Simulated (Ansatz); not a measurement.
**CHBFNSe: up Jacob's ladder to CCSD(T)**

Aim: compute CHBFNSe with functionals from several rungs and with coupled cluster, and see how far each lands from CCSD(T) at the basis-set limit for the atomisation energy.

Program: Ansatz 0.2.0, Gaussian basis. Level of theory: functionals in def2-TZVPP, the program's frozen cores in correlated methods. These are calculated values, not measurements.

Plan: LDA (SPW92), PBE-D4, revPBE-D4, BLYP-D4, r2SCAN-D4, B97M-V, PBE0-D4, B3LYP-D4, r2SCANh-D4, r2SCAN0-D4, HSE06-D4, BHLYP-D4, CAM-B3LYP-D4, LC-ωPBE, ωB97X-V, ωB97M-V, B2PLYP, PBE-QIDH; CCSD(T)/def2-SVP; CCSD(T)/def2-TZVPP; MP2/def2-QZVPP; extrapolation to the limit; RPA on PBE.

## (1) The geometry

All runs share one geometry, relaxed beforehand with PBE0-D4 in a triple-zeta def2 set.

SMILES `FC1=NB[Se]1`, 6 atoms, charge 0, spin multiplicity 1.

Atoms are counted from 1 here; the program's logs count them from 0.

Bond lengths: F1–C2 1.300 Å, C2–N3 1.269 Å, C2–Se5 1.933 Å, N3–B4 1.457 Å, B4–Se5 2.018 Å, B4–H6 1.186 Å. Angles: F1–C2–N3 125.6°, F1–C2–Se5 123.5°, N3–C2–Se5 111.0°, C2–N3–B4 91.1°, N3–B4–Se5 98.9°, N3–B4–H6 130.7°, Se5–B4–H6 130.4°, C2–Se5–B4 59.1°.

## (2) LDA

This LDA is Slater exchange with PW92 correlation.

File in.yaml:

```yaml
crystal:
  periodic: [false, false, false]
  atoms:
    - {symbol: F, position_ang: [1.306078, -1.788395, -0.306432]}
    - {symbol: C, position_ang: [0.552071, -0.741846, -0.141875]}
    - {symbol: N, position_ang: [-0.345956, -0.611363, 0.745581]}
    - {symbol: B, position_ang: [-0.667117, 0.725202, 0.262896]}
    - {symbol: Se, position_ang: [0.667177, 0.840351, -1.246734]}
    - {symbol: H, position_ang: [-1.470152, 1.511951, 0.640362]}
basis:
  gaussian: {orbitals: def2-TZVPP}
hamiltonian: {xc: lda}
output: {orbitals: {seedname: orbitals}}
```

On the command line:

```console
$ ansatz run in.yaml --threads 2 --pin off --events-out ev --progress --plain --max-ram 4352MiB
```

The runs that follow: PBE-D4 (GGA); revPBE-D4 (GGA); BLYP-D4 (GGA); r2SCAN-D4 (meta-GGA); B97M-V (meta-GGA); B3LYP-D4 (hybrid); r2SCANh-D4 (hybrid); r2SCAN0-D4 (hybrid); HSE06-D4 (hybrid); BHLYP-D4 (hybrid); CAM-B3LYP-D4 (range-separated); LC-ωPBE (range-separated); ωB97X-V (range-separated); ωB97M-V (range-separated); B2PLYP (double hybrid); PBE-QIDH (double hybrid); CCSD(T) in def2-SVP; CCSD(T) in def2-TZVPP; MP2 in def2-QZVPP; RPA on PBE orbitals.

Q: Predict the results of all the runs planned. Wanted: atomisation energy, CCSD(T)/CBS; farthest beyond LDA; mean size of error, GGA; mean size of error, meta-GGA; mean size of error, hybrid; mean size of error, range-separated; mean size of error, double hybrid; gap, smallest and largest; T1 diagnostic.

The runs gave:

| quantity | value |
| --- | --- |
| atomisation energy, CCSD(T)/CBS | 2341.0 kJ/mol |
| functionals within 23.4 kJ/mol (1.0 %) | B3LYP-D4, r2SCANh-D4, CAM-B3LYP-D4, LC-ωPBE, B2PLYP, PBE-QIDH |
| farthest beyond LDA | PBE-D4 (+167.5 kJ/mol) |
| mean size of error, GGA | 99.0 kJ/mol |
| mean size of error, meta-GGA | 37.2 kJ/mol |
| mean size of error, hybrid | 51.5 kJ/mol |
| mean size of error, range-separated | 23.3 kJ/mol |
| mean size of error, double hybrid | 9.2 kJ/mol |
| gap, smallest and largest | 2.77 eV (LDA (SPW92)), 10.01 eV (LC-ωPBE) |
| T1 diagnostic | 0.0141 |
| triples share of the correlation energy | 4.4 % |

**Reading.** The LDA atomisation energy is off by 531.4 kJ/mol (23 %): it overbinds. PBE-D4 is off by +167.5 kJ/mol. Double hybrids carry the basis error of their MP2 part in triple zeta, and no dispersion term here, so their miss is partly the set-up's. The rungs double hybrid, range-separated miss on average by less than the doubt on the reference (23.4 kJ/mol), so they tie; GGA functionals have the largest mean beyond LDA (99.0 kJ/mol). Misses under about 23.4 kJ/mol are within the doubt on the reference itself, which lacks core-valence correlation, relativity and higher excitations, and its outer-core shells are covered unevenly. All levels share the lack of spin-orbit coupling, which lowers the free heavy atoms and so the true binding. Hartree-Fock recovers 64 % of the binding; the rest is correlation. CCSD(T) in def2-SVP is off by -157.7 kJ/mol, so the small basis spoils what the method gains. The gap grows from 2.8 to 10.0 eV across the functionals, mostly with the share of exact exchange. Correlated methods include outer-core shells of Se, which these sets cover unevenly.
